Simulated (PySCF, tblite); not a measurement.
# C3H7FSeSi: geometry, infrared bands and NMR shifts

Aim: predict the infrared bands and NMR shifts of C3H7FSeSi (`C=C(C[SeH])[SiH2]F`).

The runs use tblite 0.8.0 and PySCF 2.14.0, with density-fitted response routines of our own; the level of theory stands in each step. All values are computed, except where a source is named. Atoms count from 0, in the outputs and in this text.

### Step 1. The molecule as given

13 atoms, charge 0, multiplicity 1; geometry from: force field or distance geometry start.

Bonds of the start (Å): C0–C1 1.33, C1–C2 1.49, C2–Se3 1.92, C1–Si4 1.85, Si4–F5 1.71, C0–H6 1.10, C0–H7 1.10, C2–H8 1.10, C2–H9 1.12, Se3–H10 1.53, Si4–H11 1.47, Si4–H12 1.47.

### Step 2. Geometry optimisation with GFN2-xTB

Job settings and geometry (Å):

```
{"job": {"kind": "relax", "xc": "GFN2-xTB", "basis": "xTB"}, "charge": 0, "multiplicity": 1}
C     -0.480600     1.182100     1.150900
C     -0.212200     0.379800     0.122500
C      0.884500     0.650800    -0.850700
Se     2.238400    -0.715000    -0.913200
Si    -1.197700    -1.174900    -0.077000
F     -2.867300    -0.817100    -0.054600
H     -1.288400     0.968100     1.864800
H      0.127500     2.099100     1.249900
H      1.395200     1.602100    -0.666100
H      0.374900     0.739000    -1.846800
H      2.903000    -0.968800     0.435700
H     -0.912100    -2.168600     0.967300
H     -0.969500    -1.776100    -1.400700
```

Command:

```
$ OMP_NUM_THREADS=1 python probes_run.py task.json out
```

This one command runs all jobs of the session in turn.

**Question.** This job is followed by: GFN2-xTB harmonic vibrations, gas phase; GIAO PBE0/pcSseg-1 NMR shielding, non-relativistic, gas phase. What will the session give for the following? strongest single infrared mode (GFN2-xTB); zero-point energy (GFN2-xTB); ¹³C shifts against TMS (PBE0/pcSseg-1); ¹H shifts against TMS (PBE0/pcSseg-1, means over atoms taken as alike); ⁷⁷Se shifts against Me2Se (PBE0/pcSseg-1); ²⁹Si shifts against TMS (PBE0/pcSseg-1); ¹⁹F shifts against CFCl3 (PBE0/pcSseg-1).

As calculated:

| quantity | value |
| --- | --- |
| strongest single infrared mode (GFN2-xTB) | 2045 cm⁻¹, 388 km/mol |
| zero-point energy (GFN2-xTB) | 53.1 kcal/mol |
| ¹³C shifts against TMS (PBE0/pcSseg-1) | 154.0, 133.7, 35.6 ppm |
| ¹H shifts against TMS (PBE0/pcSseg-1, means over atoms taken as alike) | 6.23, 5.85, 5.54, 3.33, 1.81 ppm |
| ⁷⁷Se shifts against Me2Se (PBE0/pcSseg-1) | 60 ppm |
| ²⁹Si shifts against TMS (PBE0/pcSseg-1) | -7.8 ppm |
| ¹⁹F shifts against CFCl3 (PBE0/pcSseg-1) | -233.6 ppm |

The optimisation took 93 steps and gained 0.528 eV; among the close pairs (by a distance rule), Si4–F5 changed most, from 1.708 to 1.611 Å. All 33 modes are real, so the xTB geometry is a minimum. The strongest single mode, at 2045 cm⁻¹, moves mainly H10. GFN2-xTB is a fitted tight-binding method: band positions and strengths are rough. Its intensities can rank the bands wrongly. The most deshielded carbon is C1 (fully substituted alkene carbon), at 154.0 ppm: as expected for a trigonal carbon in a double bond. At PBE0/pcSseg-1: The widest tensor belongs to Se3: span 976 ppm, with a paramagnetic part of -1300 ppm. Spin-orbit coupling is left out, which matters for shieldings and couplings at and beside the heavy atoms.
